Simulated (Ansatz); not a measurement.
**C2HGa: an energy map over bond length Ga3–H4 and angle H4–Ga3–C1**

Aim: map the energy of C₂HGa, SMILES [C]1#[C][GaH]1 over two coordinates, and find its wells, ridges and stiffness.

Computed with Ansatz 0.2.0. Level: RKS PBE0-D4/def2-TZVP.

**1. The starting structure**

SMILES `[C]1#[C][GaH]1`, 4 atoms, charge 0, spin multiplicity 1.

Atoms are counted from 1 here; the program's logs count them from 0.

Bond lengths: C1–C2 1.293 Å, C1–Ga3 1.932 Å, C2–Ga3 1.931 Å, Ga3–H4 1.551 Å. Angles: C2–C1–Ga3 70.4°, C1–C2–Ga3 70.4°, C1–Ga3–C2 39.1°, C1–Ga3–H4 160.4°, C2–Ga3–H4 160.4°.

As a file:

```xyz
4
C2HGa
C     0.99307   -0.48680    0.93780
C    -0.21502   -0.37196    1.38478
Ga   -0.15661    0.17286   -0.46732
H    -0.62144    0.68590   -1.85525
```

**2. Relaxing the molecule**

Contents of input.yaml:

```yaml
crystal:
  periodic: [false, false, false]
  atoms:
    - { symbol: C, position_ang: [0.993073, -0.486796, 0.937805] }
    - { symbol: C, position_ang: [-0.215024, -0.371961, 1.38478] }
    - { symbol: Ga, position_ang: [-0.156606, 0.172857, -0.467321] }
    - { symbol: H, position_ang: [-0.621444, 0.685901, -1.855254] }
basis:
  gaussian: { orbitals: def2-TZVP }
hamiltonian:
  xc: pbe0
  dispersion: d4
output:
  forces: true
relax:
  f_tol: 0.003
  max_steps: 120
```

Run with:

```sh
> ansatz run input.yaml --threads 1 --pin off --max-ram 2560MiB --backend cpu --events-out ev --progress --plain --runs-dir out
```

Log, shortened:

```text
Warning: RAYON_NUM_THREADS=1 ignored (pool sized by the plan → 1); use --threads N
[...]
Functional definition: PBE0
[...]
817 factors; their error is unknown
[...]
mean field -54454.92471929 eV, -2001.1815725601 hartree, gradient 2.4e-5 eV, S^2 0.000000; 0 other end points of the search recorded, 0 dependent functions left out
[...]
reference -54454.92474473 eV, -2001.1815734951 hartree; 22, 22 occupied and 94, 94 virtual orbitals, 817 factors
relax step   1: F+E_penalty+E_count = -54454.98596432 eV  Δ(F+E_penalty+E_count) = +0.000e0 eV  max|allowed force component| = 1.288e0 eV/Å  Δτ_max = 0.0000 Å  (28 SCF iters, accepted)
[...]
relax step   3: F+E_penalty+E_count = -54455.00328549 eV  Δ(F+E_penalty+E_count) = -1.640e-3 eV  max|allowed force component| = 1.386e-2 eV/Å  Δτ_max = 0.0063 Å  (31 SCF iters, accepted)
[...]
relax step   4: F+E_penalty+E_count = -54455.00328747 eV  Δ(F+E_penalty+E_count) = -1.986e-6 eV  max|allowed force component| = 1.062e-3 eV/Å  Δτ_max = 0.0001 Å  (33 SCF iters, accepted)
817 factors; their error is unknown
[...]
mean field -54454.94188066 eV, -2001.1822032288 hartree, gradient 2.6e-5 eV, S^2 0.000000; 1 other end points of the search recorded, 0 dependent functions left out
[...]
reference -54454.94190609 eV, -2001.1822041635 hartree; 22, 22 occupied and 94, 94 virtual orbitals, 817 factors
Total energy: -54455.00331291 eV, -2001.1844608224 hartree
Atom 0 at     0.980783    -0.482643     0.932469 Å, force    -0.001005     0.000053     0.000516 eV/Å
Atom 1 at    -0.208617    -0.369603     1.372586 Å, force     0.001062    -0.000253     0.000116 eV/Å
Atom 2 at    -0.156145     0.172286    -0.465938 Å, force    -0.000037     0.000200    -0.000647 eV/Å
Atom 3 at    -0.616022     0.679962    -1.839107 Å, force    -0.000020     0.000001     0.000015 eV/Å
Dipole moment:    -0.295514     0.326083    -0.881896 e Å
```

Wall time 14 s (1 thread of AMD EPYC 7B13 (Zen 3), shared host); peak memory 0.21 GiB.

Along the way:

```csv
step,energy from step 1 (eV),largest force component (eV/Å)
1,0.0000,1.2879
2,-0.0157,0.3411
3,-0.0173,0.0139
4,-0.0173,0.0011
```

Close pairs (by a distance rule), those that changed most:

```csv
bond,before (Å),after (Å),change (Å)
C1–C2,1.293,1.273,-0.020
Ga3–H4,1.551,1.535,-0.016
C1–Ga3,1.932,1.918,-0.014
C2–Ga3,1.931,1.917,-0.014
```

**3. Plan of the scan**

The axes are (1) bond length Ga3–H4: 15 values from 1.320 to 2.148 Å; (2) angle H4–Ga3–C1: 15 values from 135.6 to 179.0 °.

Nothing else is relaxed (all other coordinates rigid). Energies count from the relaxed molecule at the same level. Points are written as (first, second).

Of the runs on the grid, 3 are shown in the steps below; the others differ only in the two coordinates.

**4. Point (1.556 Å, 160.4°)**

Contents of input.yaml:

```yaml
crystal:
  periodic: [false, false, false]
  atoms:
    - { symbol: C, position_ang: [0.980783, -0.482643, 0.932469] }
    - { symbol: C, position_ang: [-0.208617, -0.369603, 1.372586] }
    - { symbol: Ga, position_ang: [-0.156145, 0.172286, -0.465938] }
    - { symbol: H, position_ang: [-0.617273, 0.686566, -1.860217] }
basis:
  gaussian: { orbitals: def2-TZVP }
hamiltonian:
  xc: pbe0
  dispersion: d4
output:
  forces: true
```

Run with:

```sh
> ansatz run input.yaml --threads 1 --pin off --max-ram 2560MiB --backend cpu --events-out ev --progress --plain --runs-dir out
```

Log, shortened:

```text
Warning: RAYON_NUM_THREADS=1 ignored (pool sized by the plan → 1); use --threads N
[...]
Functional definition: PBE0
[...]
817 factors; their error is unknown
[...]
mean field -54454.93840225 eV, -2001.1820753998 hartree, gradient 1.1e-5 eV, S^2 0.000000; 0 other end points of the search recorded, 0 dependent functions left out
[...]
reference -54454.93842769 eV, -2001.1820763345 hartree; 22, 22 occupied and 94, 94 virtual orbitals, 817 factors
Total energy: -54454.99972818 eV, -2001.1843290860 hartree
Atom 0 at     0.980783    -0.482643     0.932469 Å, force     0.008108    -0.003319     0.005478 eV/Å
Atom 1 at    -0.208617    -0.369603     1.372586 Å, force    -0.006652     0.000753     0.002059 eV/Å
Atom 2 at    -0.156145     0.172286    -0.465938 Å, force    -0.094139     0.110504    -0.302982 eV/Å
Atom 3 at    -0.617273     0.686566    -1.860217 Å, force     0.092683    -0.107938     0.295444 eV/Å
Dipole moment:    -0.294703     0.324294    -0.876504 e Å
```

Run time: 2.3 s. Hardware: 1 thread of AMD EPYC 7B13 (Zen 3), shared host; peak memory 0.2 GiB.

That is 0.08 kcal/mol from the zero.

**5. Point (1.734 Å, 163.5°)**

Edit input.yaml of step 4 so:

```diff
@@ -6,3 +6,3 @@
     - { symbol: Ga, position_ang: [-0.156145, 0.172286, -0.465938] }
-    - { symbol: H, position_ang: [-0.617273, 0.686566, -1.860217] }
+    - { symbol: H, position_ang: [-0.756969, 0.752995, -1.985327] }
 basis:
```

Run with:

```sh
> ansatz run input.yaml --threads 1 --pin off --max-ram 2560MiB --backend cpu --events-out ev --progress --plain --runs-dir out
```

Log, shortened:

```text
Warning: RAYON_NUM_THREADS=1 ignored (pool sized by the plan → 1); use --threads N
[...]
Functional definition: PBE0
[...]
817 factors; their error is unknown
[...]
mean field -54454.69683954 eV, -2001.1731981339 hartree, gradient 1.8e-5 eV, S^2 0.000000; 0 other end points of the search recorded, 0 dependent functions left out
[...]
reference -54454.69686497 eV, -2001.1731990684 hartree; 22, 22 occupied and 94, 94 virtual orbitals, 817 factors
Total energy: -54454.75751093 eV, -2001.1754277662 hartree
Atom 0 at     0.980783    -0.482643     0.932469 Å, force     0.061897     0.000350    -0.043637 eV/Å
Atom 1 at    -0.208617    -0.369603     1.372586 Å, force    -0.026650    -0.027059     0.108295 eV/Å
Atom 2 at    -0.156145     0.172286    -0.465938 Å, force    -0.824058     0.742653    -1.904894 eV/Å
Atom 3 at    -0.756969     0.752995    -1.985327 Å, force     0.788811    -0.715944     1.840236 eV/Å
Dipole moment:    -0.265752     0.306522    -0.837255 e Å
```

Wall time 2.6 s (1 thread of AMD EPYC 7B13 (Zen 3), shared host); peak memory 0.2 GiB.

On the map this point reads 5.7 kcal/mol.

**6. Grid point (1.497 Å, 141.8°)**

Edit input.yaml of step 5 so:

```diff
@@ -6,3 +6,3 @@
     - { symbol: Ga, position_ang: [-0.156145, 0.172286, -0.465938] }
-    - { symbol: H, position_ang: [-0.756969, 0.752995, -1.985327] }
+    - { symbol: H, position_ang: [-0.130071, 0.598268, -1.900814] }
 basis:
```

Run with:

```sh
> ansatz run input.yaml --threads 1 --pin off --max-ram 2560MiB --backend cpu --events-out ev --progress --plain --runs-dir out
```

Log, shortened:

```text
Warning: RAYON_NUM_THREADS=1 ignored (pool sized by the plan → 1); use --threads N
[...]
Functional definition: PBE0
[...]
817 factors; their error is unknown
[...]
mean field -54454.81435918 eV, -2001.1775169011 hartree, gradient 1.1e-5 eV, S^2 0.000000; 0 other end points of the search recorded, 0 dependent functions left out
[...]
reference -54454.81438452 eV, -2001.1775178322 hartree; 22, 22 occupied and 94, 94 virtual orbitals, 817 factors
Total energy: -54454.87614161 eV, -2001.1797873635 hartree
Atom 0 at     0.980783    -0.482643     0.932469 Å, force     0.103077    -0.150224     0.428974 eV/Å
Atom 1 at    -0.208617    -0.369603     1.372586 Å, force    -0.164831     0.139426    -0.350682 eV/Å
Atom 2 at    -0.156145     0.172286    -0.465938 Å, force     0.513619    -0.274302     0.560002 eV/Å
Atom 3 at    -0.130071     0.598268    -1.900814 Å, force    -0.451865     0.285100    -0.638294 eV/Å
Dipole moment:    -0.380661     0.340500    -0.871432 e Å
```

Run time: 2.4 s. Hardware: 1 thread of AMD EPYC 7B13 (Zen 3), shared host; peak memory 0.2 GiB.

On the map this point reads 2.9 kcal/mol.

**7. All points together**

225 points were computed. Energies in kcal/mol, from the relaxed molecule at the same level:

```csv
"angle H4–Ga3–C1 (°) ↓, bond length Ga3–H4 (Å) →",1.320,1.379,1.438,1.497,1.556,1.616,1.675,1.734,1.793,1.852,1.912,1.971,2.030,2.089,2.148
179.0,14.3,8.2,4.6,2.8,2.6,3.5,5.4,7.9,11.0,14.5,18.2,22.1,26.1,30.2,34.3
175.9,13.5,7.4,3.8,2.0,1.8,2.8,4.7,7.2,10.3,13.8,17.5,21.4,25.5,29.6,33.7
172.8,12.8,6.7,3.1,1.4,1.2,2.2,4.1,6.6,9.7,13.2,17.0,20.9,25.0,29.1,33.3
169.7,12.3,6.2,2.6,0.9,0.7,1.7,3.6,6.2,9.3,12.8,16.6,20.5,24.6,28.7,32.9
166.6,11.9,5.9,2.2,0.5,0.3,1.4,3.3,5.9,9.0,12.5,16.3,20.2,24.3,28.5,32.6
163.5,11.7,5.7,2.0,0.3,0.1,1.2,3.1,5.7,8.8,12.3,16.1,20.1,24.1,28.3,32.5
160.4,11.6,5.6,2.0,0.3,0.1,1.1,3.0,5.6,8.7,12.2,16.1,20.0,24.1,28.2,32.4
157.3,11.7,5.7,2.1,0.4,0.2,1.2,3.1,5.7,8.8,12.3,16.1,20.1,24.2,28.3,32.5
154.2,12.0,5.9,2.3,0.6,0.4,1.4,3.3,5.9,9.0,12.5,16.3,20.3,24.3,28.5,32.7
151.1,12.3,6.3,2.7,0.9,0.7,1.7,3.6,6.2,9.3,12.8,16.6,20.6,24.6,28.8,32.9
148.0,12.9,6.8,3.2,1.5,1.2,2.2,4.1,6.7,9.8,13.3,17.1,21.0,25.0,29.2,33.3
144.9,13.6,7.5,3.9,2.1,1.9,2.9,4.7,7.3,10.4,13.9,17.6,21.5,25.6,29.7,33.8
141.8,14.4,8.3,4.7,2.9,2.7,3.6,5.5,8.1,11.1,14.6,18.3,22.2,26.2,30.3,34.4
138.7,15.4,9.3,5.7,3.9,3.6,4.6,6.4,8.9,12.0,15.4,19.1,23.0,27.0,31.0,35.1
135.6,16.6,10.5,6.8,5.0,4.7,5.6,7.4,9.9,13.0,16.4,20.1,23.9,27.9,31.9,36.0
```

The largest force on an atom (eV/Å) at each point:

```csv
"angle H4–Ga3–C1 (°) ↓, bond length Ga3–H4 (Å) →",1.320,1.379,1.438,1.497,1.556,1.616,1.675,1.734,1.793,1.852,1.912,1.971,2.030,2.089,2.148
179.0,5.55,3.55,1.99,0.83,0.63,1.26,1.83,2.28,2.62,2.86,3.03,3.17,3.28,3.33,3.35
175.9,5.54,3.53,1.96,0.77,0.56,1.23,1.80,2.26,2.60,2.84,3.02,3.16,3.27,3.32,3.34
172.8,5.54,3.53,1.94,0.73,0.49,1.19,1.78,2.24,2.58,2.83,3.00,3.15,3.26,3.32,3.34
169.7,5.55,3.53,1.93,0.70,0.43,1.17,1.76,2.22,2.57,2.82,3.00,3.15,3.25,3.31,3.33
166.6,5.55,3.53,1.93,0.68,0.38,1.15,1.75,2.21,2.56,2.81,2.99,3.14,3.25,3.31,3.33
163.5,5.55,3.53,1.93,0.67,0.35,1.13,1.74,2.20,2.56,2.81,2.99,3.14,3.25,3.30,3.33
160.4,5.55,3.53,1.93,0.66,0.34,1.13,1.74,2.20,2.55,2.81,2.98,3.14,3.24,3.30,3.33
157.3,5.55,3.53,1.93,0.67,0.35,1.13,1.74,2.21,2.56,2.81,2.99,3.14,3.25,3.30,3.33
154.2,5.55,3.53,1.93,0.68,0.38,1.15,1.75,2.21,2.56,2.81,2.99,3.14,3.25,3.31,3.33
151.1,5.55,3.53,1.93,0.70,0.44,1.17,1.76,2.22,2.57,2.82,3.00,3.15,3.25,3.31,3.33
148.0,5.54,3.53,1.94,0.74,0.50,1.20,1.78,2.24,2.58,2.83,3.01,3.15,3.26,3.32,3.34
144.9,5.54,3.53,1.97,0.78,0.56,1.23,1.81,2.26,2.60,2.85,3.02,3.16,3.27,3.32,3.34
141.8,5.55,3.55,2.00,0.83,0.64,1.27,1.84,2.28,2.62,2.86,3.03,3.17,3.28,3.33,3.35
138.7,5.57,3.58,2.03,0.89,0.71,1.31,1.87,2.31,2.64,2.88,3.04,3.19,3.29,3.34,3.36
135.6,5.60,3.61,2.07,0.96,0.78,1.36,1.90,2.33,2.66,2.90,3.06,3.20,3.30,3.35,3.36
```

**8. Summary of results**

| quantity | value |
| --- | --- |
| lowest point | (1.556 Å, 160.4°), 0.08 kcal/mol |
| highest computed point | (2.148 Å, 135.6°), 35.9 kcal/mol above the lowest |
| largest force on an atom (eV/Å) | 0.34 at (1.556 Å, 160.4°) to 5.60 at (1.320 Å, 135.6°); 0.34 at the lowest point |
| time for the whole task | 9.4 min on 1 thread, shared host |

In words: The lowest computed point is at (1.556 Å, 160.4°), 0.08 kcal/mol from the relaxed molecule at the same level. The grid is coarse, so the lowest point of the scanned range may lie between grid points; coordinates that were held can hide deeper minima. The grid shows no other well, apart from its symmetry copies. The highest computed point, (2.148 Å, 135.6°), lies 35.9 kcal/mol above the lowest. Round the minimum the two coordinates are nearly uncoupled.
